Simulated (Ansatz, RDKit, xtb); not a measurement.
**C6H5BF2: ranking a sample of isomers**

Which of a sample of isomers of C6H5BF2 is the most stable in the gas at 298.15 K, and what are its properties? The sample is small against all isomers, and the most stable one of this formula need not be in it.

Plan: many cheap relaxations first (GFN2-xTB), then density-functional screening, relaxation at r2SCAN-D4/def2-SVP, vibrations (at GFN2-xTB) and a final energy. The numbers are computed, not measured.

## (1) Candidates

Isomers were taken from a list of plausible structures; this is a sample, not all of them. That gives 12 candidates, of which 1 could not be built in three dimensions.

```csv
label,SMILES,spin
c136,FB(F)c1ccccc1,singlet
c301,C=CC#CC(=C)B(F)F,singlet
c577,C#C/C=C(/C=C)B(F)F,singlet
c592,FB(F)[C@]12C=C[C@H]1C=C2,singlet
c632,FC1=CBC=CC(F)=C1,singlet
c769,FBc1cccc(F)c1,singlet
c813,FB(F)C1=C[C@@H]2[C@@H]3[C@H]1[C@H]23,singlet
c895,C#CC#C[C@H](C)B(F)F,singlet
c898,C=C1C=C/C1=C/B(F)F,singlet
c929,FC1=CBC=CC=C1F,singlet
c933,C#C[C@]1(B(F)F)C=CC1,singlet
```

Candidates are built by distance geometry, with a force field where one applies, in up to four conformers (letters a to d).

Q: Predict the outcome of this search (final energies at CCSD(T)/def2-SVP + MP2/def2-TZVPP - MP2/def2-SVP).

| quantity | value |
| --- | --- |
| lowest structure found | FB(F)c1ccccc1, singlet |
| next finalist | FBc1cccc(F)c1, singlet, 53.1 kcal/mol higher in G |
| share at equilibrium, among the finalists | 100.0 % |

The search ends on `FB(F)c1ccccc1`. The margin of 53.1 kcal/mol over the next finalist is beyond the usual error of the last level; it says nothing of structures that weren't ranked. GFN2-xTB, HF/STO-3G, r2SCAN-D4/def2-SVP, r2SCAN-D4/def2-SVP, relaxed, HF/def2-SVP and MP2/def2-SVP already put its bonding pattern lowest among the structures in one piece. Lowest found is not proven lowest: the search is finite, and each finalist counts with one conformer. Only 11 drawn patterns were tried, so whole families of isomers are missing, and the result ranks this sample alone.
